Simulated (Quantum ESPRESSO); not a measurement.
An input for Quantum ESPRESSO 7.5 (Sn2SO5):

pw.in

```
&CONTROL
  calculation = 'vc-relax'
  prefix = 'pwscf'
  outdir = './tmp'
  pseudo_dir = './pseudo'
  tprnfor = .true.
  tstress = .true.
  disk_io = 'low'
  nstep = 40
  forc_conv_thr = 0.0004
  etot_conv_thr = 1d-05
/
&SYSTEM
  ibrav = 0
  nat = 8
  ntyp = 3
  ecutwfc = 45
  ecutrho = 360
  nbnd = 43
  input_dft = 'pbesol'
  occupations = 'smearing'
  smearing = 'fd'
  degauss = 0.01469973
  vdw_corr = 'grimme-d3'
  dftd3_version = 6
/
&ELECTRONS
  conv_thr = 1.6d-09
  electron_maxstep = 120
  mixing_beta = 0.5
/
&IONS
  ion_dynamics = 'bfgs'
/
&CELL
  cell_dynamics = 'bfgs'
  press = 0
  press_conv_thr = 0.3
/
ATOMIC_SPECIES
Sn   118.7100 sn_lda_v1.4.uspp.F.UPF
S     32.0600 s_lda_v1.4.uspp.F.UPF
O     15.9990 o_lda_v1.2.uspp.F.UPF
CELL_PARAMETERS bohr
   8.7849672741   -5.0541393032    0.0000000000
   8.7849672741    5.0541393032    0.0000000000
  -0.2633026652    0.0000000000    9.5059761954
ATOMIC_POSITIONS bohr
Sn    11.4762123984   -0.1316904515    2.2408817924
Sn     5.8304194847   -0.1316904515    7.2650944030
S      8.7849672741   -1.2231823754    0.0000000000
O      8.6533159415    1.4206783272    4.7529880977
O      3.0607424788    1.8194043804    4.7410104726
O     14.2458894042    1.8194043804    4.7649657228
O      2.8994772476   -1.8112870789    9.4759089828
O     14.4071546354   -1.8112870789    0.0300672126
K_POINTS automatic
3 3 2 0 0 0
```

Potentials or basis: GBRV 1.5 LDA.

Command:

```bash
$ OMP_NUM_THREADS=1 pw.x -in pw.in > pw.out
```

What does the program do with it?

The run stopped without a result. It printed:

pw.out:

```text
This program is part of the open-source Quantum ESPRESSO suite
     for quantum simulation of materials; please cite
         "P. Giannozzi et al., J. Phys.:Condens. Matter 21 395502 (2009);
         "P. Giannozzi et al., J. Phys.:Condens. Matter 29 465901 (2017);
         "P. Giannozzi et al., J. Chem. Phys. 152 154105 (2020);
     in publications or presentations arising from this work. More details at

     IMPORTANT: XC functional enforced from input :
     Exchange-correlation= PBESOL
                           (   1   4  10   8   0   0   0)
     Any further DFT definition will be discarded
     Please, verify this is what you really want

 program stopped due to: functional name unknown
STOP must stop!
```
